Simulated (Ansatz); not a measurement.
# CH7FO3Si2: a ladder of functionals and wavefunction methods

The task here is to estimate one member of a computed series from the others.

Method: functionals in def2-TZVPP, the program's frozen cores in correlated methods; program: Ansatz 0.2.0, Gaussian basis.

Plan: PBE-D4, r2SCAN-D4, PBE0-D4, B3LYP-D4, ωB97X-V, ωB97M-V, B2PLYP; CCSD(T)/def2-TZVPP; MP2/def2-QZVPP; extrapolation to the limit.

### Structure used throughout

An earlier PBE0-D4 in a triple-zeta def2 set relaxation fixed the geometry.

SMILES `O[SiH](O)C[SiH](O)F`, 14 atoms, charge 0, spin multiplicity 1.

Atoms are counted from 1 here; the program's logs count them from 0.

Bond lengths: O1–Si2 1.636 Å, O1–H8 0.962 Å, Si2–O3 1.662 Å, Si2–C4 1.857 Å, Si2–H9 1.480 Å, O3–H10 0.959 Å, C4–Si5 1.856 Å, C4–H11 1.095 Å, C4–H12 1.095 Å, Si5–O6 1.625 Å, Si5–F7 1.614 Å, Si5–H13 1.475 Å, O6–H14 0.967 Å. Angles: Si2–O1–H8 116.3°, O1–Si2–O3 112.3°, O1–Si2–C4 111.7°, O1–Si2–H9 104.9°, O3–Si2–C4 103.0°, O3–Si2–H9 109.7°, C4–Si2–H9 115.4°, Si2–O3–H10 117.4°, Si2–C4–Si5 110.9°, Si2–C4–H11 109.8°, Si2–C4–H12 109.0°, Si5–C4–H11 108.9°, Si5–C4–H12 110.2°, H11–C4–H12 107.9°, C4–Si5–O6 111.0°, C4–Si5–F7 104.9°, C4–Si5–H13 116.2°, O6–Si5–F7 110.3° and more.

As a file:

```xyz
14

O     0.3186   -2.0534   -0.8888
Si    0.4988   -1.1966    0.4935
O     1.8138   -0.1823    0.4404
C    -0.9198   -0.0300    0.7684
Si   -0.9281    1.3142   -0.5113
O     0.4259    2.2092   -0.4253
F    -0.9997    0.5398   -1.9257
H    -0.0129   -1.5691   -1.6506
H     0.6968   -2.2150    1.5488
H     2.6754   -0.5831    0.3120
H    -0.8381    0.4249    1.7611
H    -1.8577   -0.5934    0.7319
H    -2.0821    2.2331   -0.4823
H     1.2090    1.7017   -0.1723
```

Set-up of the first run:

Contents of in.yaml:

```yaml
crystal:
  periodic: [false, false, false]
  atoms:
    - {symbol: O, position_ang: [0.318618, -2.053374, -0.888789]}
    - {symbol: Si, position_ang: [0.498771, -1.196639, 0.493534]}
    - {symbol: O, position_ang: [1.813781, -0.182308, 0.440431]}
    - {symbol: C, position_ang: [-0.919795, -0.030014, 0.768413]}
    - {symbol: Si, position_ang: [-0.928103, 1.314220, -0.511340]}
    - {symbol: O, position_ang: [0.425906, 2.209154, -0.425347]}
    - {symbol: F, position_ang: [-0.999696, 0.539755, -1.925654]}
    - {symbol: H, position_ang: [-0.012905, -1.569086, -1.650564]}
    - {symbol: H, position_ang: [0.696841, -2.215025, 1.548818]}
    - {symbol: H, position_ang: [2.675386, -0.583111, 0.312021]}
    - {symbol: H, position_ang: [-0.838112, 0.424946, 1.761144]}
    - {symbol: H, position_ang: [-1.857687, -0.593360, 0.731906]}
    - {symbol: H, position_ang: [-2.082053, 2.233112, -0.482250]}
    - {symbol: H, position_ang: [1.209048, 1.701742, -0.172324]}
basis:
  gaussian: {orbitals: def2-TZVPP}
hamiltonian: {xc: pbe, dispersion: d4}
output: {forces: true, orbitals: {seedname: orbitals}}
```

Run with:

```
$ ansatz run in.yaml --threads 2 --pin off --events-out ev --progress --plain --max-ram 22528MiB --backend cuda --devices 0, --max-vram 18GiB
```

Among the steps run: PBE-D4 (GGA); r2SCAN-D4 (meta-GGA); PBE0-D4 (hybrid); B3LYP-D4 (hybrid); ωB97X-V (range-separated); ωB97M-V (range-separated); B2PLYP (double hybrid); CCSD(T) in def2-TZVPP; MP2 in def2-QZVPP.

One of the session's tables, all rows but one given; the rest of the session is left out.

It belongs to the step «Atomisation energies». 

| method | atomisation energy (kJ/mol) |
| --- | --- |
| PBE-D4 | 5624.2 |
| r2SCAN-D4 | 5586.1 |
| PBE0-D4 | 5517.4 |
| B3LYP-D4 | 5545.0 |
| ωB97X-V | 5591.5 |
| ωB97M-V | 5598.4 |
| B2PLYP | ? |
| HF/def2-TZVPP | 4051.3 |
| MP2/def2-TZVPP | 5585.5 |
| CCSD/def2-TZVPP | 5363.1 |
| CCSD(T)/def2-TZVPP | 5443.6 |
| MP2/CBS | 5753.2 |
| CCSD(T)/CBS | 5611.3 |

Estimate the missing values for B2PLYP.

**Answer.** atomisation energy (kJ/mol): 5509.2. In the column «atomisation energy (kJ/mol)» it lies between CCSD(T)/def2-TZVPP (5443.6) and PBE0-D4 (5517.4).

Limits of these values: Free atoms (3 O, 2 Si, 1 C, 1 F, 7 H) were run apart at each level; the atomisation energy is their sum less the molecule, without zero-point or spin-orbit terms.
